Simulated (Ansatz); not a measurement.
# CH3Cl2GaS: one species, many methods

How much do the methods differ for CH3Cl2GaS? The plan is to run it at one geometry with functionals of several rungs and with coupled cluster, and see how far each lands from CCSD(T) at the basis-set limit for the atomisation energy.

Method: functionals in def2-TZVPP, the program's frozen cores in correlated methods; program: Ansatz 0.2.0, Gaussian basis.

Plan: LDA (SPW92), PBE-D4, revPBE-D4, BLYP-D4, r2SCAN-D4, B97M-V, PBE0-D4, B3LYP-D4, r2SCANh-D4, r2SCAN0-D4, HSE06-D4, BHLYP-D4, CAM-B3LYP-D4, LC-ωPBE, ωB97X-V, ωB97M-V, B2PLYP, PBE-QIDH; CCSD(T)/def2-SVP; CCSD(T)/def2-TZVPP; MP2/def2-QZVPP; extrapolation to the limit; RPA on PBE.

## Step 1: The geometry

An earlier PBE0-D4 in a triple-zeta def2 set relaxation fixed the geometry.

SMILES `C[S][Ga]([Cl])[Cl]`, 8 atoms, charge 0, spin multiplicity 1.

Atoms are counted from 1 here; the program's logs count them from 0.

Bond lengths: C1–S2 1.821 Å, C1–H6 1.088 Å, C1–H7 1.088 Å, C1–H8 1.090 Å, S2–Ga3 2.168 Å, Ga3–Cl4 2.123 Å, Ga3–Cl5 2.133 Å. Angles: S2–C1–H6 111.3°, S2–C1–H7 111.3°, S2–C1–H8 105.7°, H6–C1–H7 110.0°, H6–C1–H8 109.2°, H7–C1–H8 109.2°, C1–S2–Ga3 101.2°, S2–Ga3–Cl4 121.4°, S2–Ga3–Cl5 120.8°, Cl4–Ga3–Cl5 117.8°.

## Step 2: LDA

This LDA is Slater exchange with PW92 correlation.

Contents of in.yaml:

```yaml
crystal:
  periodic: [false, false, false]
  atoms:
    - {symbol: C, position_ang: [-0.199056, -0.105006, 1.426123]}
    - {symbol: S, position_ang: [0.544437, -1.218502, 0.192595]}
    - {symbol: Ga, position_ang: [0.309024, -0.055133, -1.621595]}
    - {symbol: Cl, position_ang: [0.982345, -0.784033, -3.498854]}
    - {symbol: Cl, position_ang: [-0.611513, 1.868397, -1.573215]}
    - {symbol: H, position_ang: [-1.248522, 0.081969, 1.208871]}
    - {symbol: H, position_ang: [0.341455, 0.837250, 1.485621]}
    - {symbol: H, position_ang: [-0.118171, -0.624943, 2.380455]}
basis:
  gaussian: {orbitals: def2-TZVPP}
hamiltonian: {xc: lda}
output: {orbitals: {seedname: orbitals}}
```

Run with:

```console
ansatz run in.yaml --threads 4 --pin off --events-out ev --progress --plain --max-ram 10444MiB
```

After this run come: PBE-D4 (GGA); revPBE-D4 (GGA); BLYP-D4 (GGA); r2SCAN-D4 (meta-GGA); B97M-V (meta-GGA); B3LYP-D4 (hybrid); r2SCANh-D4 (hybrid); r2SCAN0-D4 (hybrid); HSE06-D4 (hybrid); BHLYP-D4 (hybrid); CAM-B3LYP-D4 (range-separated); LC-ωPBE (range-separated); ωB97X-V (range-separated); ωB97M-V (range-separated); B2PLYP (double hybrid); PBE-QIDH (double hybrid); CCSD(T) in def2-SVP; CCSD(T) in def2-TZVPP; MP2 in def2-QZVPP; RPA on PBE orbitals.

Before running them: what should the planned runs give, taken together? Wanted: atomisation energy, CCSD(T)/CBS; farthest beyond LDA; mean size of error, GGA; mean size of error, meta-GGA; mean size of error, hybrid; mean size of error, range-separated; mean size of error, double hybrid; gap, smallest and largest; T1 diagnostic.

The runs gave:

```
                               quantity                                                                                     value
        atomisation energy, CCSD(T)/CBS                                                                            628.3 kcal/mol
functionals within 6.3 kcal/mol (1.0 %)  r2SCAN-D4, B97M-V, PBE0-D4, r2SCANh-D4, r2SCAN0-D4, HSE06-D4, ωB97X-V, ωB97M-V, PBE-QIDH
                    farthest beyond LDA                                                                 BHLYP-D4 (-22.3 kcal/mol)
                mean size of error, GGA                                                                             10.5 kcal/mol
           mean size of error, meta-GGA                                                                              5.8 kcal/mol
             mean size of error, hybrid                                                                              7.1 kcal/mol
    mean size of error, range-separated                                                                              4.5 kcal/mol
      mean size of error, double hybrid                                                                              7.7 kcal/mol
              gap, smallest and largest                                                 4.03 eV (LDA (SPW92)), 11.25 eV (LC-ωPBE)
                          T1 diagnostic                                                                                    0.0114
triples share of the correlation energy                                                                                     4.3 %
```

**Reading.** The LDA atomisation energy is off by 88.9 kcal/mol (14 %): it overbinds. PBE-D4 is off by +8.9 kcal/mol. Double hybrids carry the basis error of their MP2 part in triple zeta, and no dispersion term here, so their miss is partly the set-up's. The rungs range-separated, meta-GGA miss on average by less than the doubt on the reference (6.3 kcal/mol), so they tie. Misses under about 6.3 kcal/mol are within the doubt on the reference itself, which lacks core-valence correlation, relativity and higher excitations, and its outer-core shells are covered unevenly. Hartree-Fock recovers 74 % of the binding; the rest is correlation. CCSD(T) in def2-SVP is off by -40.1 kcal/mol, more than most functionals: a good method in a small basis is no reference. Orbital gaps span 4.0 to 11.3 eV; exact exchange widens them. Correlated methods include outer-core shells of Ga, which these sets cover unevenly.
